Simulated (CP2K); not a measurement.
The system is HPbNO4.

```
CELL_PARAMETERS angstrom
4.12042 0.00000 0.00000
0.00263 6.42744 0.00000
0.00621 3.27160 7.72297
ATOMIC_POSITIONS crystal
H 0.90366 0.21821 0.48851
H 0.40337 0.78177 0.51142
Pb 0.39455 0.30863 0.70725
Pb 0.89489 0.69135 0.29266
N 0.63409 0.19990 0.20730
N 0.13386 0.80012 0.79275
O 0.90829 0.32866 0.54369
O 0.53792 0.39076 0.19497
O 0.53483 0.11279 0.10602
O 0.83718 0.08887 0.32672
O 0.40817 0.67132 0.45624
O 0.03774 0.60924 0.80520
O 0.03429 0.88737 0.89397
O 0.33716 0.91101 0.67330
```

The cell was built by a generator and needn't be a form met in nature.

Base run:

```yaml
Program: CP2K 2026.2
Functional: PBE
Dispersion: D4
Potentials_or_basis: GTH_POTENTIALS H GTH-PBE-q1, Pb GTH-PBE-q4, N GTH-PBE-q5, O GTH-PBE-q6; DZVP-MOLOPT-SR-GTH basis
Density_cutoff: 8163 eV
k_mesh: 5 × 4 × 3
Occupations: fermi-dirac, width 0.05 eV
Spin: no spin polarisation
```

Its results: band gap on the k mesh 3.33 eV, indirect (least direct gap 3.39 eV); pressure 0.1 GPa.

Q: The run is repeated on the same cell with these changes: dispersion from D4 to D3(BJ). What comes out?

A: Band gap on the k mesh 3.33 eV, indirect (least direct gap 3.39 eV); pressure 0.9 GPa.

Caveats: spin-orbit coupling is left out, which as a rule narrows the gap of such compounds by several tenths of an eV; an odd mesh through Γ misses points on the zone boundary, where band edges often lie; the basis of atomic orbitals isn't converged, which shifts pressures, moduli and gaps.
